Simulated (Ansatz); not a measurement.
I need a relaxation of the ions of MoRh, space group P-6m2. Use Ansatz 0.2.0, Python API. Use: r2SCAN, PAW, cutoff 550 eV, 7×7×4 k-points, Fermi-Dirac smearing of 0.1 eV.

```xyz
2
Lattice="2.7954 0.0000 0.0000 -1.3977 2.4209 0.0000 0.0000 0.0000 4.4374" Properties=species:S:1:pos:R:3 pbc="T T T"
Mo    0.0000    0.0000    2.2187
Rh    0.0000    1.6139    0.0000
```

Script `morh_relax.py`:
```python
"""Ionic relaxation of MoRh."""

from pathlib import Path
import warnings

import ansatz as az
from ase.io.cube import read_cube_data
from ase.units import Bohr
import numpy as np

params = {
    "scf_tol": 1e-08,
    "kgrid": (7, 7, 4),
    "ecut": 550,
    "filling": "fermi_dirac",
    "sigma": 0.1,
}

warnings.simplefilter("ignore", az.DeckWarning)

vectors = np.array([
    [2.79543276, 0.0, 0.0],
    [-1.39771638, 2.42091578, 0.0],
    [0.0, 0.0, 4.437367],
])
morh = (
    az.Lattice.of(vectors)
    .atom("Mo", (0.0, 0.0, 0.5))
    .atom("Rh", (1 / 3, 2 / 3, 0.0))
)
# push one atom off its site

calculation = (
    morh.move(1, to=(0.36154632, 0.68732001, 0.0)).calculation()
    .scf(tolerance=params["scf_tol"])
    .kpoints(*params["kgrid"], center="gamma")
    .basis(params["ecut"])
    .functional(az.Functional.R2SCAN)
    .occupations(params["filling"], width=params["sigma"])
    .relax(max_steps=100)
    .potential()
    .density()
    .output_files(volumetric_format="cube")
)
steps = []


def collect(event):
    if event["event"] == "relax_step":
        steps.append(event["data"])


outcome = calculation.session().plan().execute(on_event=collect)
r = outcome.report
for s in steps:
    flag = "" if s["accepted"] else "  (rejected)"
    print("step %2d  E = %.5f eV  largest force component = %.4f eV/A%s" % (s["step"], s["lagrangian_ev"], s["allowed_force_max_ev_ang"], flag))

first, last = steps[0], steps[-1]
symbols = [site.symbol for site in outcome.lattice.sites]
print(f"energy gained {first['lagrangian_ev'] - last['lagrangian_ev']:.4f} eV in {len(steps) - 1} steps")

print("relaxed fractional positions")
for site in outcome.lattice.sites:
    print(f"  {site.symbol:2s}", " ".join(f"{v % 1:8.5f}" for v in np.round(site.position_frac, 5)))

print("atom   start x y z (A)              end x y z (A)")
for symbol, a, b in zip(symbols, first["positions_ang"], last["positions_ang"]):
    print(f"{symbol:3s}", " ".join(f"{v:8.4f}" for v in a), "  ", " ".join(f"{v:8.4f}" for v in b))

for key in ("converged", "n_iterations", "n_electrons", "n_kpoints", "n_pw", "n_symmetry_ops", "free_energy_ev", "fermi_energy_ev"):
    print(f"{key:18s} {r[key]}")

v = outcome.potential()
line = v.v_es_ev.mean(axis=(0, 1))
print("planar mean of the electrostatic potential along the third grid axis (eV):")
print(np.round(line[:: max(len(line) // 12, 1)], 3))

# cube files hold the density in electrons per cubic bohr
folder = Path(outcome.write_results("cubes"))
print("\n".join((folder / "rho.cube").read_text().splitlines()[: 6 + 2]))
values, cube_atoms = read_cube_data(str(folder / "rho.cube"))
print("electrons from the file:", round(values.mean() * cube_atoms.get_volume() / Bohr ** 3, 3))
```

`python morh_relax.py` gives:
```text
step  1  E = -11383.03372 eV  largest force component = 0.2285 eV/A
step  2  E = -11383.04096 eV  largest force component = 0.1609 eV/A
step  3  E = -11383.04510 eV  largest force component = 0.0011 eV/A
energy gained 0.0114 eV in 2 steps
relaxed fractional positions
  Mo  0.01416  0.01038  0.50000
  Rh  0.34739  0.67694  0.00000
atom   start x y z (A)              end x y z (A)
Mo    0.0000   0.0000   2.2187      0.0251   0.0251   2.2187
Rh    0.0500   1.6639   0.0000      0.0249   1.6388   0.0000
converged          True
n_iterations       2
n_electrons        31.0
n_kpoints          75
n_pw               881
n_symmetry_ops     2
free_energy_ev     -11383.04509712561
fermi_energy_ev    20.896750685830565
planar mean of the electrostatic potential along the third grid axis (eV):
[-2.911  3.281 15.533 19.655 13.615  2.156 -3.356  2.156 13.615 19.655
 15.533  3.281]
ansatz rho
values in e/bohr^3 (x slowest, z fastest)
    2    0.000000    0.000000    0.000000
   24    0.220108    0.000000    0.000000
   24   -0.110054    0.190619    0.000000
   36    0.000000    0.000000    0.232928
   42   42.000000    0.047392    0.047473    4.192704
   45   45.000000    0.047094    3.096925    0.000000
electrons from the file: 31.0
```

What to keep in mind:
- Total energies depend on the potentials; only differences at equal settings carry meaning. A total without «per atom» is that of the cell as typed.
- The mesh is modest for a metal, so energies can be off by several to tens of meV an atom and pressures by half a GPa or more; differences at equal mesh fare better.
- Only differences from the Fermi energy are physical; the zero of the scale is a convention.
- Energies along a relaxation are free energies. A last row that repeats the one before re-solves the same geometry more tightly.
- Grid values close to the nuclei reflect the PAW or pseudopotential construction, not the all-electron fields.
- The structure comes from a database of computed cells and needn't be a stable or known phase.
- Finished in 36 s on 1 thread of Arm Neoverse V2, with other jobs on the host, peak memory 0.61 GiB.

(Lines on the test bed's own set-up are left out of the output.)
